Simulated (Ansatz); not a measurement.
# SiGeH₃+ (triplet): the correlation ladder, cc-pVTZ

An exercise on one series of results from a longer session: the logs are not shown, and one member is left open.

The runs use Ansatz 0.2.0, Gaussian basis; cc-pVTZ, core rule «outside noble gas», up to 19 orbitals frozen.

Plan: UHF; CCSD(T) on ROHF; CCSD(T) on UHF; BCCD(T) on ROHF; CCSDT(Q) on ROHF; CCSDT(Q) on UHF; CASSCF and NEVPT2, 10 electrons in 11 orbitals.

5 further runs of the same task are left out: 5 set aside as unsound or not needed.

### The system

The geometry is a PBE0/def2-TZVP stationary point (not a proven minimum) of the parent state, kept for this charge and spin. No spin-orbit coupling is included. The filled d shell of Ge may be among the frozen orbitals whatever the setting's name suggests; the logs give the count.

5 atoms, charge 1, spin multiplicity 3.

Atoms are counted from 1 here; the program's logs count them from 0.

Bond lengths: Si1–Ge2 2.420 Å, Ge2–H3 1.550 Å, Ge2–H4 1.543 Å, Ge2–H5 1.543 Å. Angles: Si1–Ge2–H3 102.9°, Si1–Ge2–H4 116.0°, Si1–Ge2–H5 116.0°, H3–Ge2–H4 106.8°, H3–Ge2–H5 106.8°, H4–Ge2–H5 107.6°.

The first run:

Input file in.yaml:

```yaml
crystal:
  periodic: [false, false, false]
  atoms:
    - {symbol: Si, position_ang: [0.006312, -0.000001, 1.781521]}
    - {symbol: Ge, position_ang: [0.001520, 0.000000, -0.638687]}
    - {symbol: H, position_ang: [-1.510450, -0.000015, -0.981329]}
    - {symbol: H, position_ang: [0.612502, 1.244920, -1.315333]}
    - {symbol: H, position_ang: [0.612528, -1.244907, -1.315334]}
basis:
  gaussian: {orbitals: cc-pVTZ}
total_charge: 1
magnetization: {spin_polarized: true, initial_magnetization: 2}
hamiltonian: {xc: hf}
output: {orbitals: {seedname: orbitals}}
```

Launch:

```bash
$ ansatz run in.yaml --threads 1 --pin off --events-out ev --progress --plain --max-ram 4096MiB --backend cpu
```

Among the steps run: UHF; CCSD(T) on ROHF; CCSD(T) on UHF; BCCD(T) on ROHF; CCSDT(Q) on ROHF; CCSDT(Q) on UHF; CASSCF and NEVPT2, 10 electrons in 11 orbitals.

One table of the session follows, with a row left open; its other results are not shown here.

| method | from UCCSDT(Q) (meV) |
| --- | --- |
| ROHF | +6017.2 |
| UHF | +5887.0 |
| RMP2 | +1304.8 |
| UMP2 | +1305.4 |
| RCCSD | +250.8 |
| UCCSD | +242.9 |
| RCCSD(T) | +51.4 |
| UCCSD(T) | +49.6 |
| BCCD(T) | +51.2 |
| RCCSDT | ? |
| UCCSDT | +8.4 |
| RCCSDT(Q) | +3.2 |
| UCCSDT(Q) | 0 |
| CASSCF valence | +3949.6 |
| NEVPT2 valence | +1071.5 |

Estimate the missing values for RCCSDT.

**Answer.** from UCCSDT(Q) (meV): +11.4. In the column «from UCCSDT(Q) (meV)» it lies between UCCSDT (+8.4) and UCCSD(T) (+49.6).

Caveats from the session: Restricted and unrestricted rows rest on different reference determinants; where their highest levels disagree by more than a few hundredths of an eV, they describe different states and don't form one ladder.
